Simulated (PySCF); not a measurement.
**C4H5SSi−: electronic excitations and core binding energies**

Aim: predict the electronic excitations and core binding energies of C4H5SSi− (`[SiH2-]c1cccs1`).

The runs use PySCF 2.14.0, with density-fitted response routines of our own; the level of theory stands in each step. All values are computed, except where a source is named. Atoms are numbered from 0 throughout.

## Step 1: The molecule as given

11 atoms, charge -1, multiplicity 1; geometry from: GFN2-xTB.

Bonds of the start (Å): Si0–C1 1.83, C1–C2 1.38, C2–C3 1.40, C3–C4 1.36, C4–S5 1.74, S5–C1 1.76, Si0–H6 1.47, Si0–H7 1.47, C2–H8 1.08, C3–H9 1.08, C4–H10 1.07.

## Step 2: Excited states and response: CAM-B3LYP/def2-SVPD

What the job is given:

```
{"job": {"kind": "uv", "xc": "CAM-B3LYP", "basis": "def2-SVPD", "nstates": 8, "ntriplets": 3}, "charge": -1, "multiplicity": 1}
Si     2.435704    -0.122067    -0.320548
C      0.636322     0.117974    -0.097622
C     -0.292418    -0.756860     0.429104
C     -1.629872    -0.410287     0.199471
C     -1.773692     0.724048    -0.541838
S     -0.216411     1.385646    -0.965087
H      2.908854    -0.756187     0.922959
H      3.063972     1.203672    -0.344622
H      0.012933    -1.625496     0.994513
H     -2.473726    -0.977628     0.573112
H     -2.666241     1.219855    -0.875406
```

Level: TDDFT CAM-B3LYP/def2-SVPD, vertical, gas phase, core orbitals frozen in the response.

Launch:

```console
$ OMP_NUM_THREADS=1 python probes_run.py task.json out
```

This one command runs all jobs of the session in turn.

**Question.** This job is followed by: delta-SCF UKS SCAN, pcX-2 on the ionised atom, pcseg-1 elsewhere, spin-free X2C. Predict these results of the whole session: lowest singlet (CAM-B3LYP/def2-SVPD); lowest triplet; C1s binding energies, SCAN/pcX-2 (standing for 3 of 4 atoms); Si1s binding energies, SCAN/pcX-2; Si2p binding energies, SCAN/pcX-2; S1s binding energies, SCAN/pcX-2; S2p binding energies, SCAN/pcX-2.

As calculated:

```
                                                    quantity                               value
                        lowest singlet (CAM-B3LYP/def2-SVPD)         2.82 eV (440 nm), f = 0.202
                                              lowest triplet                             1.92 eV
C1s binding energies, SCAN/pcX-2 (standing for 3 of 4 atoms)  C3 285.78, C1 285.36, C2 284.94 eV
                           Si1s binding energies, SCAN/pcX-2                      Si0 1839.34 eV
                           Si2p binding energies, SCAN/pcX-2                        Si0 99.87 eV
                            S1s binding energies, SCAN/pcX-2                       S5 2472.73 eV
                            S2p binding energies, SCAN/pcX-2                        S5 165.23 eV
```

**Reading.** The first singlet state (HOMO→LUMO+1 0.84, HOMO→LUMO 0.10) lies at 2.82 eV and is bright. State 1 absorbs in the visible (440 nm). The lowest triplet lies 0.90 eV below the lowest singlet (triplets in Tamm-Dancoff, singlets in full TDDFT). The lowest singlet lies above −ε(HOMO); no detachment energy was computed, so the anion's states may not be bound. C3 (aromatic CH) binds its C1s electron 0.84 eV more tightly than C2 (aromatic CH). Only 3 of the 4 C atoms are covered by sound results.
